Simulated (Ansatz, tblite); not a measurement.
**The cluster Li₄Al₂: a ladder of methods and basis sets**

One table from this session's results is given with a row withheld; the runs are named, their logs left out.

The runs use Ansatz 0.2.0, Gaussian basis; as each input shows.

Plan: GFN1-xTB, PBE-D4/def2-TZVP, r2SCAN-D4/def2-TZVP, revPBE-D4/def2-TZVP, ωB97X-V/def2-TZVP, r2SCANh-D4/def2-TZVP, B3LYP-D4/def2-TZVP, ωB97M-V/def2-TZVP, HF/def2-TZVP, BLYP-D4/def2-TZVP, PBE-D4/def2-SVP, PBE0-D4/def2-SVP, HF/6-31G, B3LYP-D4/6-31G, PBE0-D4/def2-TZVPD, PBE-D4/def2-TZVPD, r2SCAN-D4/def2-TZVPD, CCSD(T)/def2-TZVPP, MP2/def2-TZVP, RPA/def2-TZVP, CCSD(T)/def2-TZVPD.

2 further runs of the same task are left out: 1 for a known fault of the program, 1 set aside as unsound or not needed. Runs told in other sessions of the task aren't counted.

## The relaxed structure

The singlet was relaxed beforehand with r2SCAN-D4/def2-TZVP. At that level it is the lowest of the isomers that a small search found.

6 atoms, charge 0, spin multiplicity 1.

Bond lengths: Al1–Al2 2.483 Å, Al1–Li3 2.592 Å, Al1–Li4 2.752 Å, Al1–Li5 2.709 Å, Al1–Li6 2.671 Å, Al2–Li3 2.755 Å, Al2–Li4 2.610 Å, Al2–Li5 2.728 Å. Angles: Al2–Al1–Li3 65.7°, Al2–Al1–Li4 59.5°, Al2–Al1–Li5 63.2°, Al2–Al1–Li6 159.6°, Li3–Al1–Li4 124.3°, Li3–Al1–Li5 74.8°, Li3–Al1–Li6 94.1°, Li4–Al1–Li5 72.6°, Li4–Al1–Li6 139.3°, Li5–Al1–Li6 110.1°, Al1–Al2–Li3 59.1°, Al1–Al2–Li4 65.4°, Al1–Al2–Li5 62.4°, Li3–Al2–Li4 123.5°, Li3–Al2–Li5 72.0°, Li4–Al2–Li5 74.5°, Al1–Li3–Al2 55.2°, Al1–Li4–Al2 55.1° and more.

Coordinates:

```
atom    x (Å)    y (Å)    z (Å)
 Al1   0.5676  -0.5317  -0.2356
 Al2  -1.8192  -0.0239  -0.6968
 Li3   0.1752   1.7022  -1.4909
 Li4  -1.4278  -2.0244   0.9329
 Li5  -0.7064   1.0657   1.5425
 Li6   3.2105  -0.1878  -0.0520
```

PBE0-D4/def2-TZVP was run before; its log isn't repeated, and its numbers join the tables.

Set-up of the first run:

Tight binding, by tblite at 300 K electronic temperature and without a spin-polarisation term:

```python
tblite.interface.Calculator('GFN1-xTB', numbers, positions, charge=0, uhf=0).singlepoint()
```

start.molden holds the orbitals of an earlier run on this state, given as this run's starting guess.

in.yaml

```yaml
crystal:
  periodic: [false, false, false]
  atoms:
    - {symbol: Al, position_ang: [0.567621, -0.531741, -0.235608]}
    - {symbol: Al, position_ang: [-1.819166, -0.023905, -0.696813]}
    - {symbol: Li, position_ang: [0.175241, 1.702187, -1.490948]}
    - {symbol: Li, position_ang: [-1.427836, -2.024423, 0.932896]}
    - {symbol: Li, position_ang: [-0.706363, 1.065709, 1.542533]}
    - {symbol: Li, position_ang: [3.210502, -0.187837, -0.052050]}
basis:
  gaussian: {orbitals: def2-TZVP, initial_orbitals: start.molden}
hamiltonian: {xc: pbe, dispersion: d4}
scf: {omitted_lower_state_checks: [starts]}
output: {orbitals: {seedname: orbitals}}
```

The run is started by

```bash
$ ansatz run in.yaml --threads 4 --pin off --events-out ev --progress --plain --max-ram 3916MiB
```

Steps of the session up to this table: PBE-D4/def2-TZVP; r2SCAN-D4/def2-TZVP; revPBE-D4/def2-TZVP; ωB97X-V/def2-TZVP; r2SCANh-D4/def2-TZVP; B3LYP-D4/def2-TZVP; ωB97M-V/def2-TZVP; HF/def2-TZVP; BLYP-D4/def2-TZVP; PBE-D4/def2-SVP; PBE0-D4/def2-SVP; HF/6-31G; B3LYP-D4/6-31G; PBE0-D4/def2-TZVPD; PBE-D4/def2-TZVPD; r2SCAN-D4/def2-TZVPD; CCSD(T)/def2-TZVPP; MP2/def2-TZVP; RPA/def2-TZVP; CCSD(T)/def2-TZVPD.

One of the session's tables, all rows but one given; the rest of the session is left out.

| level | HOMO (eV) | LUMO (eV) | gap (eV) |
| --- | --- | --- | --- |
| HF/6-31G | -4.50 | 0.42 | 4.92 |
| HF/def2-TZVP | -4.54 | 0.42 | 4.97 |
| PBE-D4/def2-SVP | -2.93 | -1.99 | 0.94 |
| PBE-D4/def2-TZVP | -2.96 | -2.04 | 0.92 |
| PBE-D4/def2-TZVPD | -2.97 | -2.06 | 0.90 |
| revPBE-D4/def2-TZVP | -2.93 | -2.00 | 0.93 |
| BLYP-D4/def2-TZVP | -2.79 | -1.84 | 0.95 |
| r2SCAN-D4/def2-TZVP | -2.94 | -1.93 | 1.02 |
| r2SCAN-D4/def2-TZVPD | -2.94 | -1.94 | 1.00 |
| r2SCANh-D4/def2-TZVP | ? | ? | ? |
| B3LYP-D4/6-31G | -3.30 | -1.50 | 1.80 |
| B3LYP-D4/def2-TZVP | -3.32 | -1.52 | 1.80 |
| PBE0-D4/def2-SVP | -3.43 | -1.39 | 2.03 |
| PBE0-D4/def2-TZVP | -3.46 | -1.46 | 2.00 |
| PBE0-D4/def2-TZVPD | -3.46 | -1.50 | 1.96 |
| ωB97X-V/def2-TZVP | -4.89 | 0.07 | 4.96 |
| ωB97M-V/def2-TZVP | -4.81 | -0.22 | 4.59 |

Estimate the missing values for r2SCANh-D4/def2-TZVP.

**Answer.** HOMO (eV): -3.15; LUMO (eV): -1.72; gap (eV): 1.43. In the column «HOMO (eV)» it lies between B3LYP-D4/6-31G (-3.30) and PBE-D4/def2-TZVPD (-2.97).
